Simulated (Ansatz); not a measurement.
# CdSeS3: from a guess to a relaxed structure

Where does this trial cell of CdSeS3 go when cell and atoms are let free?

Computed with Ansatz 0.2.0 (DFT PBE, scalar-relativistic, plane waves, PAW, unless a step's input says otherwise).

### Step 1. The system as given

Symmetry: Pm-3m, No. 221, cubic system. Conventional cell: a = 5.157 Å, b = 5.157 Å, c = 5.157 Å, α = 90.00°, β = 90.00°, γ = 90.00°. Cd (site symmetry m-3m) is surrounded by 12 S at 3.65 Å. Around Se (site symmetry m-3m) lie 6 S at 2.58 Å. S (site symmetry 4/mmm) has 2 Se at 2.58 Å and 4 Cd at 3.65 Å and 8 S at 3.65 Å as nearest neighbours.

Structure file:

```xyz
5
Lattice="5.1574 0.0000 0.0000 0.0000 5.1574 0.0000 0.0000 0.0000 5.1574" Properties=species:S:1:pos:R:3 pbc="T T T"
Cd    0.0000    0.0000    0.0000
Se    2.5787    2.5787    2.5787
S     2.5787    2.5787    0.0000
S     0.0000    2.5787    2.5787
S     2.5787    0.0000    2.5787
```

A structure generator made this guess: species swapped into a database cell of La3AlN (Pm-3m, No. 221), with S on the La sites, Cd on the Al sites and Se on the N sites. Lengths come from tabulated atomic sizes and are only a guess.

### Step 2. A first look at the guess

Contents of input.yaml:

```yaml
crystal:
  lattice:
    - [5.15736913, 0.0, 0.0]
    - [0.0, 5.15736913, 0.0]
    - [0.0, 0.0, 5.15736913]
  atoms:
    - { symbol: Cd, position: [0.0, 0.0, 0.0] }
    - { symbol: Se, position: [0.5, 0.5, 0.5] }
    - { symbol: S, position: [0.5, 0.5, 0.0] }
    - { symbol: S, position: [0.0, 0.5, 0.5] }
    - { symbol: S, position: [0.5, 0.0, 0.5] }
basis:
  ecutwfc: 420
kpoints:
  mp_grid: { grid: [4, 4, 4] }
hamiltonian:
  xc: pbe
scf:
  occupations: { method: gaussian, width: 0.1 }
  lower_state_search: "off"
output:
  forces: true
  stress: true
  eigenvalues: true
```

Command:

```bash
ansatz run input.yaml --threads 1 --pin off --max-ram 2560MiB --backend cpu --events-out ev --progress --plain --runs-dir out
```

The session goes on with these runs: coarse relaxation; relaxation on the finer mesh.

Q: Predict the outcome of this session. Wanted: conventional cell; volume; energy over the elements; gap on the mesh.

**Answer**, as computed:

```
                              quantity                                                                      value
symmetry at the end (tolerance 0.05 Å)                                                space group Pm-3m (No. 221)
                     conventional cell  a = 4.808 Å, b = 4.808 Å, c = 4.808 Å, α = 90.00°, β = 90.00°, γ = 90.00°
                                volume                                                              22.22 Å³/atom
              energy over the elements                                                              +0.48 eV/atom
                       gap on the mesh                                                               none (metal)
```

What this shows: The space group Pm-3m (No. 221) is kept, and the volume per atom shrinks by 19.0 % from the first guess. The formation energy is positive, so the separate elements lie lower. No finished test with a distortion of lower symmetry is shown, so the end may be a saddle point. The final runs have no spin polarisation, so no magnetic state was tried and one may lie lower.
